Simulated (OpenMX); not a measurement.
The system is HPbNO4.

```
CELL_PARAMETERS angstrom
4.92453 0.00000 0.00000
0.00000 5.59720 0.00000
0.00000 0.00000 7.24347
ATOMIC_POSITIONS crystal
H 0.00000 0.50000 0.19317
H 0.50000 0.00000 0.80683
Pb 0.50000 0.50000 0.95257
Pb 0.00000 0.00000 0.04743
N 0.00000 0.00000 0.63654
N 0.50000 0.50000 0.36346
O 0.00000 0.50000 0.05860
O 0.50000 0.00000 0.94140
O 0.00000 0.19569 0.72995
O 0.00000 0.80431 0.72995
O 0.00000 0.00000 0.46750
O 0.50000 0.69569 0.27005
O 0.50000 0.30431 0.27005
O 0.50000 0.50000 0.53250
```

The cell was built by a generator and needn't be a form met in nature.

Base run:

* Program: OpenMX 3.8.5
* Functional: PBE
* Potentials or basis: OpenMX 2013 PBE set, H5.0-s2, Pb8.0-s3p2d2, N6.0-s2p2, O6.0-s2p2, grid cutoff 500 Ry
* k mesh: 7 × 5 × 5
* Occupations: fermi-dirac, width 0.05 eV
* Spin: no spin polarisation

Its results: band gap on the k mesh 2.77 eV, indirect (least direct gap 2.79 eV); pressure 11.4 GPa; largest force 6.218 eV/Å.

Task: The run is repeated on the same cell with these changes: functional from PBE to LDA; potentials or basis from OpenMX 2013 PBE set, H5.0-s2, Pb8.0-s3p2d2, N6.0-s2p2, O6.0-s2p2, grid cutoff 500 Ry to OpenMX 2013 LDA set, H6.0-s2p1, Pb8.0-s3p2d2f1, N6.0-s2p2d1, O6.0-s2p2d1, grid cutoff 500 Ry. What comes out?

Result: Band gap on the k mesh 2.63 eV, indirect (least direct gap 2.83 eV); pressure -3.7 GPa; largest force 0.526 eV/Å.

Caveats: spin-orbit coupling is left out, which as a rule narrows the gap of such compounds by several tenths of an eV; the mesh misses the band edges, which the band path finds closer together; the basis of atomic orbitals isn't converged, which shifts pressures, moduli and gaps; forces of over 1 eV/Å show positions far from the minimum, so gaps and moduli don't describe the material at rest (some runs).

Not every run made on this cell is shown here.
